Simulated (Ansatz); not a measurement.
**AlH₂ISe (SMILES [SeH][AlH][I]): single points off equilibrium**

One table from this session's results is given with a row withheld; the runs are named, their logs left out.

Computed with Ansatz 0.2.0, Gaussian basis. Level: single points in def2-TZVPP.

Cores are frozen in the correlated methods. Filled d shells of the heavier atoms are correlated. Core potentials replace the inner electrons past krypton, and spin-orbit coupling is left out. B3LYP uses VWN-RPA correlation.

## The starting structure

SMILES `[SeH][AlH][I]`, 5 atoms, charge 0, spin multiplicity 1.

Atoms are counted from 1 here; the program's logs count them from 0.

Bond lengths: Se1–Al2 2.292 Å, Se1–H4 1.382 Å, Al2–I3 2.568 Å, Al2–H5 1.686 Å. Angles: Al2–Se1–H4 85.5°, Se1–Al2–I3 132.5°, Se1–Al2–H5 99.7°, I3–Al2–H5 127.6°.

Coordinates:

```tsv
atom	x (Å)	y (Å)	z (Å)
Se1	-1.8313	-0.2952	-0.1715
Al2	0.3631	0.1232	0.3410
I3	2.4781	-1.3280	0.2261
H4	-1.4144	-0.2709	-1.4886
H5	0.2172	1.6812	0.9674
```

Set-up of the first run:

File run/in.yaml:

```yaml
crystal:
  periodic: [false, false, false]
  atoms:
    - {symbol: Se, position_ang: [-1.831300, -0.295200, -0.171500]}
    - {symbol: Al, position_ang: [0.363100, 0.123200, 0.341000]}
    - {symbol: I, position_ang: [2.478100, -1.328000, 0.226100]}
    - {symbol: H, position_ang: [-1.414400, -0.270900, -1.488600]}
    - {symbol: H, position_ang: [0.217200, 1.681200, 0.967400]}
basis:
  gaussian: {orbitals: def2-TZVPP}
correlation: {method: ccsd_t}
output: {forces: true}
```

Started as:

```
ansatz run in.yaml --threads 4 --pin off --events-out ev --progress --plain --max-ram 5222MiB
```

Steps of the session up to this table: CCSD(T)/def2-TZVPP; PBE0-D4/def2-TZVPP; wB97M-V/def2-TZVPP; r2SCAN-D4/def2-TZVPP; PBE-D4/def2-TZVPP; B3LYP-D4/def2-TZVPP; revPBE-D4/def2-TZVPP.

One of the session's tables, all rows but one given; the rest of the session is left out.

| method | RMS force component (eV/Å) | angle to CCSD(T) forces (°) | dipole (D) |
| --- | --- | --- | --- |
| CCSD(T) | 1.027 | reference | 0.63 |
| PBE0-D4 | 1.045 | 2.9 | 0.62 |
| wB97M-V | 1.044 | 2.9 | 0.60 |
| r2SCAN-D4 | 1.031 | 2.6 | 0.64 |
| PBE-D4 | ? | ? | ? |
| B3LYP-D4 | 1.063 | 4.1 | 0.59 |
| revPBE-D4 | 1.109 | 9.4 | 0.59 |

**Question.** Estimate the row for PBE-D4.

The run gave: RMS force component (eV/Å): 1.094; angle to CCSD(T) forces (°): 8.3; dipole (D): 0.59. In the column «RMS force component (eV/Å)» it lies between B3LYP-D4 (1.063) and revPBE-D4 (1.109).
